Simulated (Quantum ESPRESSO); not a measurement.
# Si3N2 (P-4m2) in Quantum ESPRESSO: energy-loss spectrum with PBE

Aim: the energy-loss spectrum of Si3N2 with PBE.

All numbers are computed with Quantum ESPRESSO 7.5; they aren't measurements. Logs are shortened: lines on timing, memory, paths and dates and some standing lists are left out, and cuts for length are marked.

### Step 1. Starting point

It takes space group P-4m2 (No. 115, tetragonal). Conventional cell: a = 2.730 Å, b = 2.730 Å, c = 7.243 Å, α = 90.00°, β = 90.00°, γ = 90.00°. Si (site symmetry -4m2) has 8 Si at 2.73 to 2.83 Å and 4 N at 3.11 Å as nearest neighbours. Si (site symmetry 2mm) is surrounded by 5 N at 1.96 to 1.97 Å. Around N (site symmetry 2mm) lie 5 Si at 1.96 to 1.97 Å.

The cell was built by a generator and needn't be a form met in nature.

### Step 2. Energy-loss spectrum, PBE

File pw.in:

```
&CONTROL
  calculation = 'scf'
  prefix = 'pwscf'
  outdir = './tmp'
  pseudo_dir = './pseudo'
  tprnfor = .true.
  tstress = .true.
  disk_io = 'low'
/
&SYSTEM
  ibrav = 0
  celldm(1) = 8
  nat = 5
  ntyp = 2
  ecutwfc = 84
  nbnd = 18
  occupations = 'smearing'
  smearing = 'mp'
  degauss = 0.01469973
/
&ELECTRONS
  conv_thr = 1d-09
  electron_maxstep = 120
  mixing_beta = 0.7
  diago_david_ndim = 4
/
ATOMIC_SPECIES
Si    28.0850 Si.upf
N     14.0070 N.upf
CELL_PARAMETERS alat
  0.6449611641771   0.0000000000000   0.0000000000000
  0.0000000000000   0.6449611641771   0.0000000000000
  0.0000000000000   0.0000000000000   1.7109202387137
ATOMIC_POSITIONS crystal
Si     0.0000000000    0.0000000000    0.0000000000
Si     0.5000000000    0.0000000000    0.6577200000
Si     0.0000000000    0.5000000000    0.3422800000
N      0.5000000000    0.0000000000    0.3853000000
N      0.0000000000    0.5000000000    0.6147000000
K_POINTS automatic
8 8 3 0 0 0
```

File scf2.in:

```
&CONTROL
  calculation = 'scf'
  prefix = 'pwscf'
  outdir = './tmp'
  pseudo_dir = './pseudo'
  tprnfor = .true.
  tstress = .true.
  disk_io = 'low'
/
&SYSTEM
  ibrav = 0
  celldm(1) = 8
  nat = 5
  ntyp = 2
  ecutwfc = 84
  nbnd = 18
  occupations = 'smearing'
  smearing = 'mp'
  degauss = 0.01469973
/
&ELECTRONS
  conv_thr = 1d-11
  electron_maxstep = 120
  mixing_beta = 0.7
  diago_david_ndim = 4
  startingpot = 'file'
  startingwfc = 'file'
/
ATOMIC_SPECIES
Si    28.0850 Si.upf
N     14.0070 N.upf
CELL_PARAMETERS alat
  0.6449611641771   0.0000000000000   0.0000000000000
  0.0000000000000   0.6449611641771   0.0000000000000
  0.0000000000000   0.0000000000000   1.7109202387137
ATOMIC_POSITIONS crystal
Si     0.0000000000    0.0000000000    0.0000000000
Si     0.5000000000    0.0000000000    0.6577200000
Si     0.0000000000    0.5000000000    0.3422800000
N      0.5000000000    0.0000000000    0.3853000000
N      0.0000000000    0.5000000000    0.6147000000
K_POINTS automatic
8 8 3 0 0 0
```

File eels.in:

```
&LR_INPUT
  prefix = 'pwscf'
  outdir = './tmp'
  restart_step = 5000
  restart = .false.
/
&LR_CONTROL
  calculator = 'lanczos'
  approximation = 'TDDFT'
  q1 = 0
  q2 = 0
  q3 = 0.2695077404
  itermax = 200
/
```

File spectrum.in:

```
&LR_INPUT
  prefix = 'pwscf'
  outdir = './tmp'
  eels = .true.
  itermax0 = 200
  itermax = 20000
  extrapolation = 'osc'
  epsil = 0.05
  units = 1
  start = 0
  end = 40
  increment = 0.2
/
```

File spectrum_short.in:

```
&LR_INPUT
  prefix = 'pwscf'
  outdir = './tmp'
  eels = .true.
  itermax0 = 132
  itermax = 20000
  extrapolation = 'osc'
  epsil = 0.05
  units = 1
  start = 0
  end = 40
  increment = 0.2
/
```

Potentials or basis: PseudoDojo 0.5 SR PBE stringent.

On the command line:

```bash
> OMP_NUM_THREADS=1 pw.x -in pw.in > pw.out
> OMP_NUM_THREADS=1 pw.x -in scf2.in > scf2.out
> OMP_NUM_THREADS=1 turbo_eels.x -in eels.in > eels.out
> OMP_NUM_THREADS=1 turbo_spectrum.x -in spectrum.in > spectrum.out
> OMP_NUM_THREADS=1 turbo_spectrum.x -in spectrum_short.in > spectrum_short.out
```

pw.out:

```text
This program is part of the open-source Quantum ESPRESSO suite
     for quantum simulation of materials; please cite
[... 9 lines left out ...]
     --------------------
     sticks:   dense  smooth     PW     G-vecs:    dense   smooth      PW
     Sum         717     717    213                37939    37939    6247

     Using Slab Decomposition

     bravais-lattice index     =            0
     lattice parameter (alat)  =       8.0000  a.u.
     unit-cell volume          =     364.3903 (a.u.)^3
     number of atoms/cell      =            5
     number of atomic types    =            2
     number of electrons       =        22.00
     number of Kohn-Sham states=           18
     kinetic-energy cutoff     =      84.0000  Ry
     charge density cutoff     =     336.0000  Ry
     scf convergence threshold =      1.0E-09
     mixing beta               =       0.7000
     number of iterations used =            8  plain     mixing
     Exchange-correlation= PBE
                           (   1   4   3   4   0   0   0)

     celldm(1)=   8.000000  celldm(2)=   0.000000  celldm(3)=   0.000000
     celldm(4)=   0.000000  celldm(5)=   0.000000  celldm(6)=   0.000000

     crystal axes: (cart. coord. in units of alat)
               a(1) = (   0.644961   0.000000   0.000000 )
               a(2) = (   0.000000   0.644961   0.000000 )
               a(3) = (   0.000000   0.000000   1.710920 )

     reciprocal axes: (cart. coord. in units 2 pi/alat)
               b(1) = (  1.550481  0.000000  0.000000 )
               b(2) = (  0.000000  1.550481  0.000000 )
               b(3) = (  0.000000  0.000000  0.584481 )

     PseudoPot. # 1 for Si read from file:
     Si.upf
     Pseudo is Norm-conserving + core correction, Zval =  4.0
     Generated using ONCVPSP code by D. R. Hamann
     Using radial grid of 1510 points,  6 beta functions with:
                l(1) =   0
                l(2) =   0
                l(3) =   1
                l(4) =   1
                l(5) =   2
                l(6) =   2

     PseudoPot. # 2 for N  read from file:
     N.upf
     Pseudo is Norm-conserving + core correction, Zval =  5.0
     Generated using ONCVPSP code by D. R. Hamann
     Using radial grid of 1058 points,  4 beta functions with:
                l(1) =   0
                l(2) =   0
                l(3) =   1
                l(4) =   1

     atomic species   valence    mass     pseudopotential
     Si                4.00    28.08500     Si( 1.00)
     N                 5.00    14.00700     N ( 1.00)

      8 Sym. Ops. (no inversion) found

   Cartesian axes

     site n.     atom                  positions (alat units)
         1        Si     tau(   1) = (   0.0000000   0.0000000   0.0000000  )
         2        Si     tau(   2) = (   0.3224806   0.0000000   1.1253065  )
         3        Si     tau(   3) = (   0.0000000   0.3224806   0.5856138  )
         4        N      tau(   4) = (   0.3224806   0.0000000   0.6592176  )
         5        N      tau(   5) = (   0.0000000   0.3224806   1.0517027  )

     number of k points=    30  Methfessel-Paxton smearing, width (Ry)=  0.0147
                       cart. coord. in units 2pi/alat
        k(    1) = (   0.0000000   0.0000000   0.0000000), wk =   0.0104167
        k(    2) = (   0.0000000   0.0000000   0.1948269), wk =   0.0208333
        k(    3) = (   0.0000000   0.1938101   0.0000000), wk =   0.0416667
        k(    4) = (   0.0000000   0.1938101   0.1948269), wk =   0.0833333
        k(    5) = (   0.0000000   0.3876202   0.0000000), wk =   0.0416667
        k(    6) = (   0.0000000   0.3876202   0.1948269), wk =   0.0833333
[... 22 lines left out ...]
        k(   29) = (  -0.7752405  -0.7752405   0.0000000), wk =   0.0104167
        k(   30) = (  -0.7752405  -0.7752405   0.1948269), wk =   0.0208333

     Dense  grid:    37939 G-vectors     FFT dimensions: (  32,  32,  80)

     Initial potential from superposition of free atoms

     starting charge      21.9981, renormalised to      22.0000
     Starting wfcs are   20 randomized atomic wfcs

     Self-consistent Calculation

     iteration #  1     ecut=    84.00 Ry     beta= 0.70
     Davidson diagonalization with overlap
     ethr =  1.00E-02,  avg # of iterations =  4.2

     total energy              =     -66.44809060 Ry
     estimated scf accuracy    <       0.77990516 Ry

     iteration #  2     ecut=    84.00 Ry     beta= 0.70
     Davidson diagonalization with overlap
     ethr =  3.55E-03,  avg # of iterations =  3.2

     total energy              =     -65.97463128 Ry
     estimated scf accuracy    <       4.05745502 Ry

     iteration #  3     ecut=    84.00 Ry     beta= 0.70
     Davidson diagonalization with overlap
     ethr =  3.55E-03,  avg # of iterations =  3.5

     total energy              =     -66.76131740 Ry
     estimated scf accuracy    <       0.57314184 Ry

     iteration #  4     ecut=    84.00 Ry     beta= 0.70
     Davidson diagonalization with overlap
     ethr =  2.61E-03,  avg # of iterations =  1.6

     total energy              =     -66.82497817 Ry
     estimated scf accuracy    <       0.01474917 Ry

     iteration #  5     ecut=    84.00 Ry     beta= 0.70
     Davidson diagonalization with overlap
     ethr =  6.70E-05,  avg # of iterations =  4.3

     total energy              =     -66.82695647 Ry
     estimated scf accuracy    <       0.00179702 Ry

     iteration #  6     ecut=    84.00 Ry     beta= 0.70
     Davidson diagonalization with overlap
     ethr =  8.17E-06,  avg # of iterations =  2.7

     total energy              =     -66.82726913 Ry
     estimated scf accuracy    <       0.00011127 Ry

     iteration #  7     ecut=    84.00 Ry     beta= 0.70
     Davidson diagonalization with overlap
     ethr =  5.06E-07,  avg # of iterations =  2.0

     total energy              =     -66.82729408 Ry
     estimated scf accuracy    <       0.00000264 Ry

     iteration #  8     ecut=    84.00 Ry     beta= 0.70
     Davidson diagonalization with overlap
     ethr =  1.20E-08,  avg # of iterations =  2.6

     total energy              =     -66.82729488 Ry
     estimated scf accuracy    <       0.00000028 Ry

     iteration #  9     ecut=    84.00 Ry     beta= 0.70
     Davidson diagonalization with overlap
     ethr =  1.26E-09,  avg # of iterations =  1.9

     total energy              =     -66.82729492 Ry
     estimated scf accuracy    <       0.00000001 Ry

     iteration # 10     ecut=    84.00 Ry     beta= 0.70
     Davidson diagonalization with overlap
     ethr =  6.46E-11,  avg # of iterations =  2.5

     total energy              =     -66.82729492 Ry
     estimated scf accuracy    <          1.8E-09 Ry

     iteration # 11     ecut=    84.00 Ry     beta= 0.70
     Davidson diagonalization with overlap
     ethr =  8.13E-12,  avg # of iterations =  1.6

     End of self-consistent calculation

          k = 0.0000 0.0000 0.0000 (  4751 PWs)   bands (ev):

    -9.6683  -6.2751   0.0058   4.0912   4.3208   5.6969   5.6969   7.9657
     7.9657   9.2056  11.6583  14.2788  15.0642  17.4017  17.9650  17.9650
    18.5299  19.2687

          k = 0.0000 0.0000 0.1948 (  4776 PWs)   bands (ev):

    -9.6635  -6.3049   0.4814   2.3926   5.6980   5.6980   5.8536   7.9624
     7.9624   8.6613  12.7889  14.3431  15.0361  15.8499  17.4264  18.0444
    18.0444  19.1638

          k = 0.0000 0.1938 0.0000 (  4755 PWs)   bands (ev):

    -9.4209  -6.0911   0.2921   3.1210   4.2550   5.8695   5.8861   6.6347
     8.0297   9.4527  12.3520  13.9578  15.2006  16.5394  17.3588  18.1896
    19.0929  19.6727

          k = 0.0000 0.1938 0.1948 (  4758 PWs)   bands (ev):

    -9.4162  -6.1187   0.7149   2.5089   3.8397   5.8706   6.2946   7.0857
     8.0267   9.2421  12.9263  14.2896  15.0298  15.9559  16.5015  18.1332
    18.2295  20.2609

          k = 0.0000 0.3876 0.0000 (  4755 PWs)   bands (ev):

    -8.6950  -5.6400   0.9228   1.1649   3.6472   5.4576   6.3560   6.5490
     8.1486   9.0808  11.7978  13.1679  14.7930  15.8096  17.9508  18.7704
    19.5088  19.5589

          k = 0.0000 0.3876 0.1948 (  4749 PWs)   bands (ev):

    -8.6908  -5.6600   0.6422   2.0162   3.3926   4.1481   6.3569   7.6308
     8.1467   9.5539  11.6538  12.5863  15.1547  16.1570  17.4765  18.3324
    18.5602  20.1772

          k = 0.0000 0.5814 0.0000 (  4727 PWs)   bands (ev):

    -7.5590  -5.4234  -0.5369   1.4906   2.5150   6.2366   6.8832   7.0468
     7.9768   8.1139  10.2034  12.5035  15.0799  15.6360  17.4328  18.3201
    18.7698  19.0443

          k = 0.0000 0.5814 0.1948 (  4727 PWs)   bands (ev):

    -7.5556  -5.4300  -0.6094   1.4622   3.1616   4.8881   7.0473   7.1458
     8.1131   8.5221  10.4477  12.2183  15.2813  16.2727  16.8332  18.1812
    18.5456  19.2093

          k = 0.0000-0.7752 0.0000 (  4728 PWs)   bands (ev):

    -6.2418  -6.2310  -0.2443  -0.1521   3.8374   5.2102   7.3833   7.7178
     7.7286   8.0247   9.7301  11.3755  15.9069  16.5395  16.5827  17.4240
    18.1377  18.3356

          k = 0.0000-0.7752 0.1948 (  4744 PWs)   bands (ev):

    -6.2398  -6.2300  -0.3062  -0.1787   4.4319   5.6955   6.1559   7.1379
     7.7179   7.7287  10.7865  12.0605  14.9737  15.9282  17.6386  18.0957
    18.3250  18.3963

          k = 0.1938 0.1938 0.0000 (  4769 PWs)   bands (ev):

    -9.1754  -5.9110   0.5776   2.8748   4.4018   4.4933   6.5519   6.6715
     6.9972   9.6808  12.8248  13.9826  15.4670  15.7998  17.4731  17.7700
    18.7541  19.3852

          k = 0.1938 0.1938 0.1948 (  4759 PWs)   bands (ev):

    -9.1708  -5.9364   0.9409   2.6155   3.8528   4.4864   6.1291   6.9547
     7.8951   9.6012  12.9821  14.3042  15.4618  15.6947  16.5792  17.2129
    18.7885  19.4909
[... 51 lines left out ...]
    -6.6817  -4.8235   0.4646   2.0805   3.0648   3.6135   5.0758   6.6046
     7.6579   8.9319  10.6654  11.3619  13.3946  14.2457  15.5955  17.5991
    18.5650  19.3591

          k = 0.3876 0.5814 0.1948 (  4733 PWs)   bands (ev):

    -6.6788  -4.8281   0.4067   2.0725   2.9714   4.2877   5.0526   5.7762
     7.8288   8.7646  10.5337  11.9680  13.5641  14.2816  15.8265  16.9044
    18.4945  19.5369

          k = 0.3876-0.7752 0.0000 (  4704 PWs)   bands (ev):

    -5.4834  -5.4755   0.5784   0.6540   4.0945   4.2671   5.1710   6.1517
     7.4917   8.0703  10.6863  11.6926  12.7713  14.4151  14.5240  16.8044
    18.7058  19.8031

          k = 0.3876-0.7752 0.1948 (  4718 PWs)   bands (ev):

    -5.4820  -5.4748   0.5398   0.6360   4.0648   4.2500   5.7086   6.4851
     6.9083   7.7737  10.1646  11.1414  13.7986  14.7953  15.6973  17.0885
    17.5398  19.1981

          k = 0.5814 0.5814 0.0000 (  4722 PWs)   bands (ev):

    -5.7087  -4.4374   1.1159   1.8358   1.9189   3.9454   4.8268   6.4545
     7.2135   9.0517  10.3320  11.5634  11.7484  13.1306  15.6344  16.1310
    16.9830  18.0845

          k = 0.5814 0.5814 0.1948 (  4726 PWs)   bands (ev):

    -5.7066  -4.4395   1.1232   1.8188   1.8556   3.9108   5.2548   6.2875
     7.2951   8.4685  10.4645  11.3411  12.0414  13.2667  15.5505  15.9296
    17.4884  18.8414

          k = 0.5814-0.7752 0.0000 (  4716 PWs)   bands (ev):

    -4.7422  -4.7386   0.9333   0.9770   3.0890   3.1974   5.9362   6.0987
     6.9846   7.9156  10.4134  11.7771  12.2925  12.7952  14.3823  15.2311
    17.5149  18.0253

          k = 0.5814-0.7752 0.1948 (  4710 PWs)   bands (ev):

    -4.7414  -4.7381   0.9365   0.9757   3.0180   3.1732   6.0337   6.0850
     7.2651   8.2517   9.7455  10.9152  12.0703  13.3128  14.8451  15.9513
    17.2373  17.6718

          k =-0.7752-0.7752 0.0000 (  4708 PWs)   bands (ev):

    -4.3308  -4.3308   0.6132   0.6510   3.4360   3.5559   5.3257   5.3257
     8.2814   8.2814   8.7312  12.0823  12.0823  13.1426  13.4136  16.4290
    16.4290  17.4632

          k =-0.7752-0.7752 0.1948 (  4712 PWs)   bands (ev):

    -4.3305  -4.3305   0.6237   0.6536   3.3847   3.5456   5.2565   5.2565
     8.6647   8.6647   9.0573  11.3319  11.3319  12.5131  13.6046  15.6809
    17.5077  17.5077

     the Fermi energy is    11.8524 ev

!    total energy              =     -66.82729492 Ry
     estimated scf accuracy    <          9.4E-11 Ry
     smearing contrib. (-TS)   =      -0.00001035 Ry
     internal energy E=F+TS    =     -66.82728458 Ry

     The total energy is F=E-TS. E is the sum of the following terms:
     one-electron contribution =     -19.82923439 Ry
     hartree contribution      =      24.55668422 Ry
     xc contribution           =     -21.87900688 Ry
     ewald contribution        =     -49.67572752 Ry

     convergence has been achieved in  11 iterations

     Forces acting on atoms (cartesian axes, Ry/au):

     atom    1 type  1   force =     0.00000000    0.00000000    0.00000000
     atom    2 type  1   force =     0.00000000    0.00000000    0.00036936
     atom    3 type  1   force =     0.00000000    0.00000000   -0.00036936
     atom    4 type  2   force =     0.00000000    0.00000000    0.00006611
     atom    5 type  2   force =     0.00000000    0.00000000   -0.00006611

     Total force =     0.000531     Total SCF correction =     0.000012

     Computing stress (Cartesian axis) and pressure

          total   stress  (Ry/bohr**3)                   (kbar)     P=        0.70
  -0.00001841  -0.00000000   0.00000000           -2.71       -0.00        0.00
  -0.00000000  -0.00001841   0.00000000           -0.00       -2.71        0.00
   0.00000000   0.00000000   0.00005119            0.00        0.00        7.53

=------------------------------------------------------------------------------=
   JOB DONE.
=------------------------------------------------------------------------------=
```

Run time: 22 min. Hardware: 1 thread of AMD EPYC (Zen 3), shared host; peak memory 1.1 GiB.

Results:

```yaml
Free_energy: -909.2317 eV
Pressure: 0.1 GPa
Largest_force: 0.009 eV/Å
Band_gap_on_the_k_mesh: none (metal or under the smearing width)
Peak_of_the_energy-loss_function: 19.6 eV
```

Forces in eV/Å, atoms in the order of the input:
```
Si   0.000  0.000  0.000
Si   0.000  0.000  0.009
Si   0.000  0.000 -0.009
N    0.000  0.000  0.002
N    0.000  0.000 -0.002
```

Energy-loss function at q = [0.0, 0.0, 0.4] (Å⁻¹, cartesian):
```csv
energy (eV),loss
0.0,0.000
1.8,0.006
3.4,0.013
5.2,0.023
7.0,0.041
8.6,0.085
10.4,0.275
12.2,0.507
13.8,0.758
15.6,1.099
17.4,1.430
19.0,1.592
20.8,1.548
22.4,1.383
24.2,1.173
26.0,0.999
27.6,0.876
29.4,0.758
31.2,0.643
32.8,0.541
34.6,0.436
36.4,0.351
38.0,0.296
39.8,0.253
```

Caveat: the k mesh is coarse; the Lanczos chain is short for so many electrons, so humps in the spectrum may be artefacts.
